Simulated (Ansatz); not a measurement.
# Si15Ge: the cost of one run

Program: Ansatz 0.2.0. Level of theory: DFT PBEsol, scalar-relativistic, plane waves, PAW. These are calculated values, not measurements.

That is the level of the relaxation; later steps name their own.

### Step 1. Starting point

It takes space group F-43m (No. 216, cubic). The conventional cell has a = 10.883 Å, b = 10.883 Å, c = 10.883 Å, α = 90.00°, β = 90.00°, γ = 90.00°. Ge (site symmetry -43m) is surrounded by 4 Si at 2.36 Å. Si (site symmetry 2mm) has 4 Si at 2.36 Å as nearest neighbours. Around Si (site symmetry -43m) lie 4 Si at 2.36 Å. Si (site symmetry 3m) has 1 Ge at 2.36 Å and 3 Si at 2.36 Å as nearest neighbours. Around Si (site symmetry 3m) lie 4 Si at 2.36 Å.

Coordinates:

```xyz
16
Lattice="0.0000 5.4415 5.4415 5.4415 0.0000 5.4415 5.4415 5.4415 0.0000" Properties=species:S:1:pos:R:3 pbc="T T T"
Ge    4.0812    4.0812    4.0812
Si    6.8019    6.8019    4.0812
Si    6.8019    4.0812    6.8019
Si    9.5227    6.8019    6.8019
Si    4.0812    6.8019    6.8019
Si    6.8019    9.5227    6.8019
Si    6.8019    6.8019    9.5227
Si    9.5227    9.5227    9.5227
Si    2.7208    2.7208    2.7208
Si    5.4415    5.4415    2.7208
Si    5.4415    2.7208    5.4415
Si    8.1623    5.4415    5.4415
Si    2.7208    5.4415    5.4415
Si    5.4415    8.1623    5.4415
Si    5.4415    5.4415    8.1623
Si    8.1623    8.1623    8.1623
```

(A quick probe on a coarse mesh, which set the mesh and smearing, is not shown.)

### Step 3. Relaxing cell and atoms

The input, input.yaml:

```yaml
crystal:
  lattice:
    - [0.0, 5.44153875, 5.44153875]
    - [5.44153875, 0.0, 5.44153875]
    - [5.44153875, 5.44153875, 0.0]
  atoms:
    - { symbol: Ge, position: [0.375, 0.375, 0.375] }
    - { symbol: Si, position: [0.375, 0.375, 0.875] }
    - { symbol: Si, position: [0.375, 0.875, 0.375] }
    - { symbol: Si, position: [0.375, 0.875, 0.875] }
    - { symbol: Si, position: [0.875, 0.375, 0.375] }
    - { symbol: Si, position: [0.875, 0.375, 0.875] }
    - { symbol: Si, position: [0.875, 0.875, 0.375] }
    - { symbol: Si, position: [0.875, 0.875, 0.875] }
    - { symbol: Si, position: [0.25, 0.25, 0.25] }
    - { symbol: Si, position: [0.25, 0.25, 0.75] }
    - { symbol: Si, position: [0.25, 0.75, 0.25] }
    - { symbol: Si, position: [0.25, 0.75, 0.75] }
    - { symbol: Si, position: [0.75, 0.25, 0.25] }
    - { symbol: Si, position: [0.75, 0.25, 0.75] }
    - { symbol: Si, position: [0.75, 0.75, 0.25] }
    - { symbol: Si, position: [0.75, 0.75, 0.75] }
basis:
  ecutwfc: 420
kpoints:
  mp_grid: { grid: [6, 6, 6] }
hamiltonian:
  xc: pbesol
scf:
  occupations: { method: gaussian, width: 0.02 }
output:
  forces: true
  stress: true
  eigenvalues: true
  write_density: true
  write_potential: true
  elf: true
  volumetric_format: npy
relax:
  adjacent_minimum: "off"
  f_tol: 0.005
  max_steps: 80
  cell: { stress_tol: 0.05 }
```

Run with:

```sh
ansatz run input.yaml --threads 4 --pin off --max-ram 10240MiB --backend cpu --events-out ev --progress --plain --runs-dir out
```

What time and memory should one allow on 4 threads of Arm Neoverse N1, shared host?

About 62 s, with a peak of 0.85 GiB.
